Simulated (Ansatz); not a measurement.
# Ge2Sb2Te5: the cost of one run

Method: DFT PBE, scalar-relativistic, plane waves, PAW, in Ansatz 0.2.0.

## (1) Starting point

The structure is triclinic, space group P1 (No. 1). Conventional cell: a = 11.950 Å, b = 11.950 Å, c = 11.950 Å, α = 90.00°, β = 90.00°, γ = 90.00°. Around Te (site symmetry 1) lie 2 Sb at 3.00 to 3.10 Å and 3 Te at 3.06 to 3.39 Å. Te (site symmetry 1) is surrounded by 2 Sb at 2.85 to 3.18 Å and 1 Te at 3.05 Å. Te (site symmetry 1) has 1 Ge at 2.85 Å and 1 Sb at 2.93 Å and 1 Te at 3.10 Å as nearest neighbours. Te (site symmetry 1) is surrounded by 1 Ge at 2.68 Å and 3 Te at 2.85 to 3.35 Å and 1 Sb at 3.17 Å. Te (site symmetry 1) is surrounded by 1 Ge at 2.74 Å and 3 Te at 3.02 to 3.35 Å and 3 Sb at 3.08 to 3.39 Å. Around Te (site symmetry 1) lie 2 Ge at 2.72 to 3.05 Å and 1 Sb at 2.93 Å. Around Te (site symmetry 1) lie 1 Ge at 2.85 Å and 1 Sb at 2.87 Å and 1 Te at 3.07 Å. Te (site symmetry 1) has 3 Ge at 2.78 to 2.89 Å as nearest neighbours. Only part of the 54 independent sites is listed.

As a file:

```cif
data_structure
_symmetry_space_group_name_H-M 'P 1'
_symmetry_Int_Tables_number 1
_cell_length_a 11.9500
_cell_length_b 11.9500
_cell_length_c 11.9500
_cell_angle_alpha 90.000
_cell_angle_beta 90.000
_cell_angle_gamma 90.000
_cell_volume 1706.49
loop_
_atom_site_label
_atom_site_type_symbol
_atom_site_fract_x
_atom_site_fract_y
_atom_site_fract_z
_atom_site_occupancy
Te1 Te 0.27178 0.27113 0.51996 1
Te2 Te 0.16865 0.79731 0.09399 1
Te3 Te 0.67449 0.36671 0.19414 1
Te4 Te 0.94991 0.01085 0.86772 1
Te5 Te 0.15612 0.99476 0.67905 1
Te6 Te 0.02784 0.11316 0.19948 1
Te7 Te 0.83344 0.76090 0.87369 1
Te8 Te 0.74485 0.52291 0.50739 1
Te9 Te 0.90904 0.06033 0.53442 1
Te10 Te 0.33781 0.00350 0.28680 1
Te11 Te 0.98741 0.34389 0.44442 1
Te12 Te 0.91682 0.24590 0.89242 1
Te13 Te 0.24319 0.65969 0.29578 1
Te14 Te 0.27705 0.53007 0.50603 1
Te15 Te 0.34067 0.41065 0.16950 1
Te16 Te 0.98978 0.51417 0.28379 1
Te17 Te 0.58106 0.80198 0.98091 1
Te18 Te 0.13742 0.03799 0.43076 1
Te19 Te 0.69619 0.84228 0.62102 1
Te20 Te 0.03997 0.48778 0.70641 1
Te21 Te 0.32558 0.70087 0.72606 1
Te22 Te 0.44011 0.46517 0.92539 1
Te23 Te 0.07757 0.76025 0.79486 1
Te24 Te 0.43977 0.17264 0.68611 1
Te25 Te 0.76643 0.46630 0.97272 1
Te26 Te 0.72258 0.67959 0.25847 1
Te27 Te 0.46338 0.00310 0.85874 1
Te28 Te 0.22293 0.26426 0.88369 1
Te29 Te 0.66985 0.00775 0.27819 1
Te30 Te 0.52077 0.47000 0.69975 1
Ge1 Ge 0.24076 0.14244 0.12561 1
Ge2 Ge 0.54463 0.82252 0.21436 1
Ge3 Ge 0.56420 0.65839 0.56446 1
Ge4 Ge 0.55754 0.99447 0.51003 1
Ge5 Ge 0.37362 0.92509 0.65812 1
Ge6 Ge 0.39852 0.79410 0.42136 1
Ge7 Ge 0.49757 0.26316 0.07209 1
Ge8 Ge 0.80899 0.94202 0.02750 1
Ge9 Ge 0.50103 0.15892 0.26449 1
Ge10 Ge 0.95195 0.64207 0.46819 1
Ge11 Ge 0.80813 0.51891 0.73569 1
Ge12 Ge 0.83977 0.19297 0.35234 1
Sb1 Sb 0.20759 0.03008 0.92874 1
Sb2 Sb 0.50651 0.30803 0.43912 1
Sb3 Sb 0.11377 0.55699 0.91943 1
Sb4 Sb 0.69323 0.18771 0.54733 1
Sb5 Sb 0.96387 0.87701 0.18671 1
Sb6 Sb 0.71377 0.30674 0.76225 1
Sb7 Sb 0.07909 0.24703 0.69192 1
Sb8 Sb 0.84059 0.84342 0.40625 1
Sb9 Sb 0.91709 0.62777 0.05570 1
Sb10 Sb 0.51753 0.51404 0.31102 1
Sb11 Sb 0.17382 0.78117 0.49355 1
Sb12 Sb 0.37149 0.68891 0.96040 1
```

## (2) Molecular dynamics: Ge2Sb2Te5, no spin

Input file input.yaml:

```yaml
crystal:
  lattice:
    - [11.95, 0.0, 0.0]
    - [0.0, 11.95, 0.0]
    - [0.0, 0.0, 11.95]
  atoms:
    - { symbol: Te, position: [0.27178, 0.271133, 0.519958] }
    - { symbol: Te, position: [0.168648, 0.797311, 0.093993] }
    - { symbol: Te, position: [0.674486, 0.366706, 0.194136] }
    - { symbol: Te, position: [0.949912, 0.010854, 0.867718] }
    - { symbol: Te, position: [0.156122, 0.9947599, 0.679046] }
    - { symbol: Te, position: [0.027837, 0.113159, 0.199484] }
    - { symbol: Te, position: [0.833443, 0.760902, 0.873688] }
    - { symbol: Te, position: [0.744848, 0.522909, 0.507393] }
    - { symbol: Te, position: [0.909041, 0.060333, 0.53442] }
    - { symbol: Te, position: [0.337806, 0.003499, 0.286798] }
    - { symbol: Te, position: [0.98741, 0.34389, 0.444424] }
    - { symbol: Te, position: [0.916823, 0.245897, 0.892421] }
    - { symbol: Te, position: [0.243185, 0.659688, 0.295783] }
    - { symbol: Te, position: [0.27705, 0.530071, 0.506026] }
    - { symbol: Te, position: [0.340671, 0.410653, 0.169505] }
    - { symbol: Te, position: [0.989777, 0.514173, 0.283786] }
    - { symbol: Te, position: [0.581062, 0.801983, 0.980912] }
    - { symbol: Te, position: [0.137424, 0.037988, 0.43076] }
    - { symbol: Te, position: [0.69619, 0.842283, 0.621019] }
    - { symbol: Te, position: [0.039969, 0.487779, 0.706412] }
    - { symbol: Te, position: [0.325583, 0.700873, 0.726058] }
    - { symbol: Te, position: [0.440111, 0.465168, 0.925389] }
    - { symbol: Te, position: [0.077573, 0.760253, 0.794863] }
    - { symbol: Te, position: [0.439766, 0.172637, 0.686112] }
    - { symbol: Te, position: [0.76643, 0.466301, 0.972719] }
    - { symbol: Te, position: [0.722583, 0.679593, 0.25847] }
    - { symbol: Te, position: [0.463377, 0.0031038, 0.858743] }
    - { symbol: Te, position: [0.222931, 0.264256, 0.883686] }
    - { symbol: Te, position: [0.669854, 0.007753, 0.278194] }
    - { symbol: Te, position: [0.520773, 0.47, 0.699748] }
    - { symbol: Ge, position: [0.240763, 0.142437, 0.125607] }
    - { symbol: Ge, position: [0.54463, 0.822523, 0.214363] }
    - { symbol: Ge, position: [0.564197, 0.658394, 0.564459] }
    - { symbol: Ge, position: [0.55754, 0.994474, 0.510032] }
    - { symbol: Ge, position: [0.373617, 0.925085, 0.658117] }
    - { symbol: Ge, position: [0.398516, 0.794096, 0.421356] }
    - { symbol: Ge, position: [0.497572, 0.263164, 0.072089] }
    - { symbol: Ge, position: [0.808988, 0.942015, 0.027496] }
    - { symbol: Ge, position: [0.501034, 0.158915, 0.264488] }
    - { symbol: Ge, position: [0.951955, 0.642071, 0.468192] }
    - { symbol: Ge, position: [0.808127, 0.518906, 0.735693] }
    - { symbol: Ge, position: [0.839768, 0.192967, 0.352341] }
    - { symbol: Sb, position: [0.207591, 0.030076, 0.928743] }
    - { symbol: Sb, position: [0.506507, 0.308028, 0.43912] }
    - { symbol: Sb, position: [0.113768, 0.556992, 0.919427] }
    - { symbol: Sb, position: [0.693227, 0.187712, 0.547326] }
    - { symbol: Sb, position: [0.963867, 0.877011, 0.186707] }
    - { symbol: Sb, position: [0.713774, 0.306739, 0.762254] }
    - { symbol: Sb, position: [0.079091, 0.247029, 0.69192] }
    - { symbol: Sb, position: [0.840589, 0.843425, 0.406246] }
    - { symbol: Sb, position: [0.917087, 0.627769, 0.055696] }
    - { symbol: Sb, position: [0.517527, 0.514041, 0.311021] }
    - { symbol: Sb, position: [0.173823, 0.781171, 0.493548] }
    - { symbol: Sb, position: [0.371494, 0.688912, 0.960404] }
scf:
  occupations: { method: gaussian, width: 0.1 }
output:
  forces: true
hamiltonian:
  xc: pbe
basis:
  ecutwfc: 300
kpoints:
  mp_grid: { grid: [1, 1, 1] }
md:
  timestep: 3.0
  n_steps: 800
  ensemble: nvt_langevin
  temperature: 650.0
  initial_velocities: maxwell_boltzmann
  seed: 21
  temperature_schedule:
    - { n_steps: 400, end_temperature: 650.0 }
    - { n_steps: 360, end_temperature: 300.0 }
    - { n_steps: 40, end_temperature: 300.0 }
```

Run with:

```console
$ ansatz run input.yaml --threads 16 --pin off --max-ram 16384MiB --backend cpu --events-out ev --progress --plain --runs-dir out
```

Q: Estimate wall time and peak memory on 16 threads of Arm Neoverse N1, shared host.

About 80 min, with a peak of 2.2 GiB.
